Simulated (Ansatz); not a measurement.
Hf2Pd2Se2Br2O3:

```
Hf Pd Se Br O
1.0
     7.58666   -1.70971   -1.17576
     7.58666    1.70971   -1.17576
    -2.02446    0.00000   13.05155
Hf Pd Se Br O
2 2 2 2 3
Direct
  0.94514 0.94514 0.06144
  0.60628 0.60628 0.28309
  0.17920 0.17920 0.50964
  0.32286 0.32286 0.74307
  0.92232 0.92232 0.84566
  0.78991 0.78991 0.58800
  0.58645 0.58645 0.04520
  0.24604 0.24604 0.28651
  0.59701 0.59701 0.42127
  0.38554 0.38554 0.07302
  0.03094 0.03094 0.22169
```

The cell was built by a generator and needn't be a form met in nature.

Base run:

```yaml
Program: Ansatz 0.2.0
Functional: revPBE
Potentials_or_basis: Ansatz PAW
Cutoff: "420 eV (not typed: the program's choice for these potentials)"
k_mesh: 8 × 8 × 2
Occupations: fermi-dirac, width 0.05 eV
Spin: no spin polarisation
```

Its results: band gap on the k mesh 0.85 eV, indirect (least direct gap 0.89 eV); pressure 1.2 GPa; largest force 0.179 eV/Å.

**Question.** The run is repeated on the same cell with these changes: functional from revPBE to PBE; hubbard terms from none to Hf d U = 6 eV, Pd d U = 6 eV; hubbard projectors from none to ortho-atomic (the default). What comes out?

**Answer.** Band gap on the k mesh 1.27 eV, indirect (least direct gap 1.31 eV); pressure 2.1 GPa; largest force 0.563 eV/Å.

Several settings changed at once, so the effect can't be laid on one alone.

Caveats: spin-orbit coupling is left out, which moves the levels of the heavy elements; the k mesh misses the band edges, so the gap on the mesh is wider than the one along the path (some runs); the PAW data sets come from PBE, with cores solved anew for the run's functional, which leaves a small shift of forces and pressure (some runs).
